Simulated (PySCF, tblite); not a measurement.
# C5H12P2: geometry, infrared bands and NMR shifts

What infrared bands and NMR shifts should C5H12P2 (`C=C(PC)PCC`) show?

The runs use tblite 0.8.0 and PySCF 2.14.0, with density-fitted response routines of our own; the level of theory stands in each step. All values are computed, except where a source is named. Atoms are numbered from 0 throughout.

## 1. Starting geometry

19 atoms, charge 0, multiplicity 1; geometry from: force field or distance geometry start.

Bonds of the start (Å): C0–C1 1.33, C1–P2 1.86, P2–C3 1.84, C1–P4 1.83, P4–C5 1.85, C5–C6 1.52, C0–H7 1.08, C0–H8 1.09, P2–H9 1.41, C3–H10 1.09, C3–H11 1.10, C3–H12 1.09, P4–H13 1.41, C5–H14 1.09, C5–H15 1.08, C6–H16 1.10, C6–H17 1.09, C6–H18 1.09.

## 2. Optimising the geometry with GFN2-xTB

The job: settings as JSON, then the geometry in Å.

```
{"job": {"kind": "relax", "xc": "GFN2-xTB", "basis": "xTB"}, "charge": 0, "multiplicity": 1}
C      0.796200    -1.157000    -1.650500
C      0.706800    -0.452500    -0.522600
P      1.817500    -0.830200     0.918900
C      3.079500     0.485600     0.675300
P     -0.509500     0.905700    -0.315900
C     -2.043700    -0.082700    -0.014600
C     -3.197700     0.807200     0.406800
H      1.502400    -1.960500    -1.778300
H      0.147300    -0.940200    -2.494500
H      2.548400    -1.903400     0.380600
H      3.466200     0.477300    -0.340400
H      3.915900     0.300300     1.364900
H      2.666100     1.470200     0.911500
H     -0.230100     1.244000     1.020500
H     -1.852300    -0.816000     0.772500
H     -2.314200    -0.622300    -0.911900
H     -4.091000     0.199300     0.588100
H     -2.975600     1.338300     1.337300
H     -3.441900     1.546200    -0.355100
```

Run with:

```bash
$ OMP_NUM_THREADS=1 python probes_run.py task.json out
```

This one command runs all jobs of the session in turn.

**Question.** This job is followed by: GFN2-xTB harmonic vibrations, gas phase; GIAO PBE0/pcSseg-1 NMR shielding, non-relativistic, gas phase. Predict these results of the whole session: strongest single infrared mode (GFN2-xTB); zero-point energy (GFN2-xTB); 13C shifts against TMS (PBE0/pcSseg-1); 1H shifts against TMS (PBE0/pcSseg-1, means over atoms taken as alike); 31P shifts against H3PO4 (PBE0/pcSseg-1).

**Answer**, as computed:

| quantity | value |
| --- | --- |
| strongest single infrared mode (GFN2-xTB) | 2234 cm⁻¹, 219 km/mol |
| zero-point energy (GFN2-xTB) | 95.2 kcal/mol |
| 13C shifts against TMS (PBE0/pcSseg-1) | 161.1, 135.7, 28.4, 14.6, 11.2 ppm |
| 1H shifts against TMS (PBE0/pcSseg-1, means over atoms taken as alike) | 6.41, 5.84, 4.33, 3.55, 1.84, 1.35, 1.20 ppm |
| 31P shifts against H3PO4 (PBE0/pcSseg-1) | -59.1, -67.6 ppm |

The optimisation took 71 steps and gained 0.107 eV; among the close pairs (by a distance rule), C1–P2 changed most, from 1.859 to 1.828 Å. The lowest mode is slightly imaginary (19i cm⁻¹), a soft motion within the noise of the Hessian, so the minimum is not strictly shown. The strongest single mode, at 2234 cm⁻¹, moves mainly H9. GFN2-xTB is a fitted tight-binding method: band positions and strengths are rough. Its intensities can rank the bands wrongly. The most deshielded carbon is C1 (fully substituted alkene carbon), at 161.1 ppm: as expected for a trigonal carbon in a double bond.
